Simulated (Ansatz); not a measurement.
# MgMo (L11 type): how the settings move a relaxation

Question: which choices in the input matter for MgMo (L11 type)?

Computed with Ansatz 0.2.0 (reference: DFT, PBEsol, PAW with Ansatz's default frozen-core files, scalar-relativistic, unless a step's input says otherwise).

2 further runs of the same task are left out: 2 that didn't finish.

### Step 1. Starting point

The structure is trigonal, space group R-3m (No. 166). Conventional cell: a = 2.928 Å, b = 2.928 Å, c = 14.345 Å, α = 90.00°, β = 90.00°, γ = 120.00°. Mg (site symmetry -3m) is surrounded by 6 Mg at 2.93 Å and 6 Mo at 2.93 Å. Mo (site symmetry -3m) has 6 Mo at 2.93 Å and 6 Mg at 2.93 Å as nearest neighbours.

Coordinates:

```cif
data_structure
_symmetry_space_group_name_H-M 'P 1'
_symmetry_Int_Tables_number 1
_cell_length_a 5.0715
_cell_length_b 5.0715
_cell_length_c 5.0715
_cell_angle_alpha 33.551
_cell_angle_beta 33.551
_cell_angle_gamma 33.551
_cell_volume 35.49
loop_
_atom_site_label
_atom_site_type_symbol
_atom_site_fract_x
_atom_site_fract_y
_atom_site_fract_z
_atom_site_occupancy
Mg1 Mg 0.00000 0.00000 0.00000 1
Mo1 Mo 0.50000 0.50000 0.50000 1
```

### Step 2. The reference run

Input file input.yaml:

```yaml
crystal:
  lattice:
    - [1.4637585839, -0.8451014124, 4.7816113741]
    - [0.0, 1.6902028249, 4.7816113741]
    - [-1.4637585839, -0.8451014124, 4.7816113741]
  atoms:
    - { symbol: Mg, position: [0.0, 0.0, 0.0] }
    - { symbol: Mo, position: [0.5, 0.5, 0.5] }
kpoints:
  mp_grid: { grid: [13, 13, 13] }
scf:
  occupations: { method: fermi_dirac, width: 0.03 }
hamiltonian:
  xc: pbesol
  pseudopotentials: { kind: paw }
output:
  forces: true
  stress: true
relax:
  f_tol: 0.005
  max_steps: 80
  cell: {}
```

On the command line:

```console
$ ansatz run input.yaml --threads 1 --pin off --max-ram 2048MiB --backend cpu --events-out ev --progress --plain --runs-dir out
```

### Step 3. Changed: occupations.method tetrahedron_uncorrected, mixing.algorithm anderson, mixing.beta 0.05, mixing.ndim 4, width left out

Edit input.yaml of step 2 so:

```diff
@@ -11,3 +11,4 @@
 scf:
-  occupations: { method: fermi_dirac, width: 0.03 }
+  occupations: { method: tetrahedron_uncorrected }
+  mixing: { algorithm: anderson, beta: 0.05, ndim: 4 }
 hamiltonian:
```

### Step 4. Variant: eigensolver.kind davidson, xc_grid 4

Edit input.yaml of step 2 so:

```diff
@@ -12,2 +12,3 @@
   occupations: { method: fermi_dirac, width: 0.03 }
+  eigensolver: { kind: davidson }
 hamiltonian:
@@ -22 +23,3 @@
   cell: {}
+basis:
+  xc_grid: 4
```

What does the calculation give? Wanted: for each run, ending; energy change; pressure; gap; force.

As calculated:

| run | ending | energy change | pressure (GPa) | gap (eV) | force (eV/Å) | cycles | time |
| --- | --- | --- | --- | --- | --- | --- | --- |
| reference | converged | 0 | 0.0 | 0.00 | 0.00 | 36 | 77 s |
| 1: occupations.method tetrahedron_uncorrected, mixing.algorithm anderson, mixing.beta 0.05, mixing.ndim 4, width left out | converged | +16.0 meV/atom (σ→0) | 0.0 | 0.00 | 0.00 | 53 | 88 s |
| 2: eigensolver.kind davidson, xc_grid 4 | converged | 0.0 meV/atom | 0.0 | 0.00 | 0.00 | 36 | 80 s |

What this shows: No change moves the result by more than the table shows.
